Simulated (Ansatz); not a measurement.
**BNH4 (BH2(NH2)): B3LYP/STO-3G**

Aim: the electronic atomisation energy of BNH4 (BH2(NH2)) at B3LYP/STO-3G, from 4 runs. 

The results are computed with Ansatz 0.2.0.

55 further runs of the same task are left out: 55 set aside as unsound or not needed.

## Step 1: The structure to begin with

BNH4: 6 atoms, total charge 0, spin state singlet. SMILES: `[H]B([H])N`. Geometry: relaxed at GFN2-xTB.

Bond lengths: B1–N4 1.378 Å, B1–H2 1.171 Å, B1–H3 1.171 Å, N4–H5 1.007 Å, N4–H6 1.007 Å. Angles: B1–N4–H5 123.8°, B1–N4–H6 123.7°, H2–B1–N4 118.8°, H3–B1–N4 119.0°, H5–N4–H6 112.5°, H2–B1–H3 122.1°.

## Step 2: A single-point energy at B3LYP/STO-3G

molecule.yaml

```yaml
crystal:
  periodic: [false, false, false]
  atoms:
    - {symbol: B, position_ang: [0.341950, 0.595150, 0.003650]}
    - {symbol: H, position_ang: [1.330110, 0.674300, 0.627440]}
    - {symbol: H, position_ang: [-0.078600, 1.496820, -0.614110]}
    - {symbol: N, position_ang: [-0.345390, -0.598720, -0.003870]}
    - {symbol: H, position_ang: [-1.199300, -0.750580, -0.515060]}
    - {symbol: H, position_ang: [-0.048780, -1.416960, 0.501960]}
basis:
  gaussian:
    orbitals: STO-3G
hamiltonian:
  xc: {name: B3LYP}
accuracy: high
```

The run is started by

```console
$ ansatz run molecule.yaml --threads 1 --pin off --max-ram 2610MiB --events-out events.jsonl --progress --plain --runs-dir runs
```

The log of the run:

```text
Warning: RAYON_NUM_THREADS=1 ignored (pool sized by the plan → 1); use --threads N
Functional definition: B3LYP
  name "B3LYP"
  parameter a0 = 0.2
  parameter ax = 0.72
  parameter ac = 0.81
  exchange = (1 - a0 - ax)*slater_x + ax*b88_x + a0*exact_x
  correlation = (1 - ac)*vwn_rpa_c + ac*lyp_c
230 factors; integrals over basis functions are off by at most 7.7e-9 eV
mean field evaluation 1: about -2203.7807 eV, gradient 9.0e0 eV
mean field evaluation 2: about -2203.8311 eV, gradient 8.9e0 eV
mean field evaluation 4: about -2204.0428 eV, gradient 6.6e-2 eV
mean field evaluation 8: about -2204.0034 eV, gradient 7.1e-3 eV
mean field evaluation 16: about -2204.0034 eV, gradient 4.8e-9 eV
mean field -2204.00339358 eV, -80.9956307870 hartree, gradient 4.8e-9 eV, S^2 0.000000; 0 other end points of the search recorded, 0 dependent functions left out
reference -2204.00341988 eV, -80.9956317536 hartree; 8, 8 occupied and 6, 6 virtual orbitals, 230 factors
Total energy: -2204.00341988 eV, -80.9956317536 hartree
```

Run time: 0.84 s. Hardware: 1 thread of Arm Neoverse V1, shared host.

## Step 3: The B atom

input.yaml

```yaml
crystal:
  periodic: [false, false, false]
  atoms:
    - {symbol: B, position_ang: [0.000000, 0.000000, 0.000000]}
basis:
  gaussian:
    orbitals: STO-3G
hamiltonian:
  xc: {name: B3LYP}
magnetization:
  spin_polarized: true
  initial_magnetization: 1
accuracy: high
```

The run is started by

```console
$ ansatz run input.yaml --threads 1 --pin off --max-ram 2610MiB --events-out events.jsonl --progress --plain --runs-dir runs
```

The log of the run (excerpt; [...] marks lines left out):

```text
Warning: RAYON_NUM_THREADS=1 ignored (pool sized by the plan → 1); use --threads N
[... 7 set-up lines as earlier in the session ...]
15 factors; integrals over basis functions are off by at most 8.9e-10 eV
mean field evaluation 1: about -660.7343 eV, gradient 3.1e-7 eV
mean field evaluation 2: about -660.7343 eV, gradient 1.8e-6 eV
mean field evaluation 4: about -660.7343 eV, gradient 1.9e-7 eV
mean field evaluation 8: about -660.7343 eV, gradient 0.0e0 eV
mean field -660.73430840 eV, -24.2815379718 hartree, gradient 0.0e0 eV, S^2 0.750000; 0 other end points of the search recorded, 0 dependent functions left out
reference -660.73432618 eV, -24.2815386251 hartree; 3, 2 occupied and 2, 3 virtual orbitals, 15 factors
Total energy: -660.73432618 eV, -24.2815386251 hartree
```

It took 0.22 s on 1 thread of Arm Neoverse V1, shared host.

## Step 4: The H atom at the same level

run.yaml

```yaml
crystal:
  periodic: [false, false, false]
  atoms:
    - symbol: H
      position_ang: [0.000000, 0.000000, 0.000000]
basis:
  gaussian: {orbitals: STO-3G}
magnetization: {spin_polarized: true, initial_magnetization: 1}
hamiltonian: {xc: {name: B3LYP}}
accuracy: high
```

Run the same way, it converges to -0.46753 Eh (log not shown).

## Step 5: The N atom

molecule.yaml

```yaml
crystal:
  periodic: [false, false, false]
  atoms:
    - {symbol: N, position_ang: [0.000000, 0.000000, 0.000000]}
basis:
  gaussian:
    orbitals: STO-3G
magnetization:
  spin_polarized: true
  initial_magnetization: 3
hamiltonian:
  xc: {name: B3LYP}
accuracy: high
```

Run the same way, it converges to -53.88620 Eh (log not shown).

## Step 6: Results

Level: B3LYP/STO-3G.

| quantity | value |
| --- | --- |
| molecule: total energy | -80.99563 Eh |
| B atom: total energy | -24.28154 Eh |
| B atom: ⟨S²⟩ | 0.750 |
| H atom: total energy | -0.46753 Eh |
| H atom: ⟨S²⟩ | 0.750 |
| N atom: total energy | -53.88620 Eh |
| N atom: ⟨S²⟩ | 3.750 |
| electronic atomisation energy | 26.062 eV |

In words: Taking the molecule apart into free atoms costs 26.06 eV (2515 kJ/mol), before zero-point energy and without spin-orbit coupling. In a minimal basis such a difference can be off by several eV, whatever the method.
